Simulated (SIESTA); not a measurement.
**SrLiAlO3: single point with PBEsol**

Crystal: SrLiAlO3.

```
Sr Al O Li
1.0
     2.61077   -2.62142    0.00000
     2.61077    2.62142    0.00000
    -1.91901    0.00000    4.83566
Sr Al O Li
1 1 3 1
Direct
  0.91697 0.91697 0.08117
  0.55317 0.55317 0.42817
  0.08313 0.59554 0.50646
  0.40544 0.40544 0.05717
  0.59554 0.08313 0.50646
  0.17908 0.17908 0.67056
```

The cell comes from a database or a generator and needn't be the stable form of this composition.

```yaml
Program: SIESTA 5.4.2
Task: single point
Functional: PBEsol
Potentials_or_basis: PseudoDojo 0.4 standard (PBEsol files)
Basis: DZP (energy shift 0.003 Ry; two zetas on semicore shells; d shell added on Sr)
Grid_cutoff: 800 Ry
Energy_shift: 0.003 Ry
k_mesh: 8 × 8 × 6
Occupations: fermi-dirac, width 0.05 eV
Spin: no spin polarisation
```

```json
{
 "Pressure": "0.1 GPa",
 "Largest force": "0.184 eV/Å",
 "Band gap on the k mesh": "2.91 eV, indirect (least direct gap 3.92 eV)"
}
```

Forces in eV/Å, atoms in the order of the input:
```
Sr  -0.004  0.000  0.071
Al   0.047  0.000  0.170
O   -0.005 -0.018 -0.030
O   -0.050  0.000 -0.177
O   -0.005  0.018 -0.030
Li   0.017  0.000 -0.004
```

Stress tensor (GPa, compression positive):
```
-0.91  0.00 -3.85
 0.00 -2.78  0.00
-3.85  0.00  3.95
```

Levels at points of the mesh, in eV from the valence-band top:
```csv
k point,band 13,band 14,band 15,band 16,band 17,band 18,band 19,band 20,band 21,band 22
"(0.00, 0.00, 0.00)",-1.95,-1.81,-1.67,-1.03,-1.03,2.91,4.35,5.22,7.14,7.34
"(0.50, 0.00, 0.00)",-2.75,-2.47,-2.37,-2.18,-1.30,4.80,5.94,7.02,7.54,8.58
"(0.00, 0.50, 0.00)",-2.75,-2.47,-2.37,-2.18,-1.30,4.80,5.94,7.02,7.54,8.58
"(0.50, 0.50, 0.00)",-2.90,-1.90,-1.79,-1.16,0.00,3.92,5.49,6.56,7.03,9.20
"(0.00, 0.00, 0.50)",-1.89,-1.64,-1.47,-1.18,-1.10,3.70,4.00,5.61,6.03,6.18
"(0.50, 0.00, 0.50)",-2.76,-2.41,-2.34,-2.18,-1.55,4.75,6.19,6.81,7.17,8.79
"(0.00, 0.50, 0.50)",-2.76,-2.41,-2.34,-2.18,-1.55,4.75,6.19,6.81,7.17,8.79
"(0.50, 0.50, 0.50)",-2.78,-1.84,-1.81,-1.06,-0.01,4.44,4.55,6.16,7.28,8.68
```

Wall time 2.5 min on 1 thread of Intel(R) Xeon(R) 6975P-C (Granite Rapids), on a shared host, peak memory 0.64 GiB.

Caveat: the basis of atomic orbitals isn't converged, which shifts pressures, moduli and gaps. A k mesh can miss the band edges.
